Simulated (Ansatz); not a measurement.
Runs of Ansatz 0.2.0 on MgC2. It takes space group P4_2/mnm (No. 136, tetragonal). The conventional cell has a = 3.951 Å, b = 3.951 Å, c = 4.987 Å, α = 90.00°, β = 90.00°, γ = 90.00°. Mg (site symmetry mmm) is surrounded by 2 C at 2.17 Å. Around C (site symmetry m2m) lie 1 C at 1.26 Å. The cell comes from a database or a generator and needn't be the stable form of this composition.

| level | cutoff (eV) | gap on the mesh (eV) | pressure (GPa) | relaxed volume (Å³/atom) |
| --- | --- | --- | --- | --- |
| BLYP | 420 | 2.97 | 0.0 | 13.34 |
| LDA | 420 | (b) | 0.0 | 12.17 |
| r2SCAN | 500 | 2.92 | 0.0 | 12.74 |
| PBEsol | 420 | 2.36 | 0.0 | 12.60 |
| RPBE | 420 | 2.75 | 0.0 | (a) |
| revPBE | 420 | 2.72 | 0.0 | 13.29 |

Alike in all rows: task relaxation of cell and atoms; potentials or basis Ansatz PAW; no spin polarisation; cell relaxed; k mesh 7 × 7 × 6; smearing fermi-dirac 0.05 eV.

Question: Estimate the missing entries.

Answer: (a) 13.38; (b) 2.27.

Caveats: odd divisions of the mesh miss points on the zone boundary, where band edges often lie, so the gap on the mesh can be too wide; the plane-wave basis is chosen anew once the cell has moved, so the energies of steps on either side of that aren't comparable; the PAW data sets come from PBE, with cores solved anew for the run's functional, which leaves a small shift of forces and pressure.

A k mesh can miss the band edges.

Runs at the PBE level aren't shown here.
